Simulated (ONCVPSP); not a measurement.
# Pseudopotential generation for Nd: ONCV, PBE

Task: generate the file, and judge it by its errors in other configurations, its logarithmic derivatives, its ghosts and its cutoff.

The numbers are computed with ONCVPSP 4.0.1 (PBE, scalar-relativistic, spin-unpolarised reference atom).

## Step 1: The atom and the settings

The settings as typed:

```json
{"element": "neodymium (Nd, Z = 60)", "type": "optimised norm-conserving Vanderbilt (ONCV)", "frozen core": "[Kr] 4d10 4f3", "valence charge": "11", "reference configuration": "5s2 5p6 5d1 6s2", "partial waves": "5s+6s: rc 2.30 bohr, ncon 5, nbas 9, qcut 5.4 1/bohr, 2 projectors; 5p: rc 1.95 bohr, ncon 3, nbas 8, qcut 4.9 1/bohr, 2 projectors, debl 3.7 Ha; 5d: rc 2.50 bohr, ncon 3, nbas 8, qcut 3.8 1/bohr, 2 projectors, debl 0.5 Ha", "local potential": "polynomial inside 1.45 bohr (lpopt 5, dvloc0 1 Ha)", "core correction": "Teter function, fcfact 2.75, rcfact 1.05"}
```

## Step 2: Generating the potential

Nd.dat reads:

```
# ATOM AND REFERENCE CONFIGURATION
# atsym  z   nc   nv     iexc    psfile
  Nd 60.00   10    4        4      upf
#
#   n    l    f
    1    0    2.00
    2    0    2.00
    2    1    6.00
    3    0    2.00
    3    1    6.00
    3    2   10.00
    4    0    2.00
    4    1    6.00
    4    2   10.00
    4    3    3.00
    5    0    2.00
    5    1    6.00
    5    2    1.00
    6    0    2.00
#
# PSEUDOPOTENTIAL AND OPTIMIZATION
# lmax
    2
#
#   l,   rc,      ep,       ncon, nbas, qcut
    0    2.30    0.00    5    9    5.40
    1    1.95    0.00    3    8    4.90
    2    2.50    0.00    3    8    3.80
#
# LOCAL POTENTIAL
# lloc, lpopt,  rc(5),   dvloc0
    4    5    1.45    1.00
#
# VANDERBILT-KLEINMAN-BYLANDER PROJECTORs
# l, nproj, debl
    0    2    3.00
    1    2    3.70
    2    2    0.50
#
# MODEL CORE CHARGE
# icmod, fcfact, rcfact
    3    2.75    1.05
#
# LOG DERIVATIVE ANALYSIS
# epsh1, epsh2, depsh
   -3.00    5.00    0.02
#
# OUTPUT GRID
# rlmax, drl
    6.00    0.01
#
# TEST CONFIGURATIONS
# ncnf
    4
# nvcnf
#   n    l    f
    4
    5    0    2.00
    5    1    6.00
    5    2    1.00
    6    0    1.00
#
    4
    5    0    2.00
    5    1    6.00
    5    2    1.00
    6    0    0.00
#
    4
    5    0    2.00
    5    1    6.00
    5    2    0.00
    6    0    0.00
#
    4
    5    0    2.00
    5    1    6.00
    5    2    0.00
    6    0    2.00
#
```

On the command line:

```sh
$ oncvpsp.x < Nd.dat > Nd.out
```

**Question.** What will these runs give? Wanted: cutoffs for 1 and 0.1 mHa per electron, occupied waves; bound ghosts; GHOST(+) flags; largest test error; largest phase difference near zero energy, channels read; rms error of d²Exc/dn², without and with the model core.

The runs gave:

```
                                                quantity                         value
  cutoffs for 1 and 0.1 mHa per electron, occupied waves               11 Ha and 19 Ha
                                            bound ghosts                    none found
                                          GHOST(+) flags       s at 68 eV, p at 187 eV
                            largest test error (AE − PS)  -38 meV, for 5s2 5p6 5d0 6s0
largest phase difference near zero energy, channels read                     0.001 rad
 rms error of d²Exc/dn², without and with the model core             3.36 and 2.09 mHa
```

**Reading.** By total energies transferability is fair: the largest error is 38 meV on 37.2 eV, for 5s2 5p6 5d0 6s0. The potential is soft on the atom at that tolerance: the looser tolerance needs 11 Ha. No bound ghost shows below the valence levels. Near zero energy the phases of the channels with partial waves agree within 0.001 rad. The program also flags highly localised states, GHOST(+) (s, p). Note that the frozen 4f shell (-7 eV) lies higher than the valence 5s shell (-44 eV). These are tests on the free atom; a crystal test is still owed.
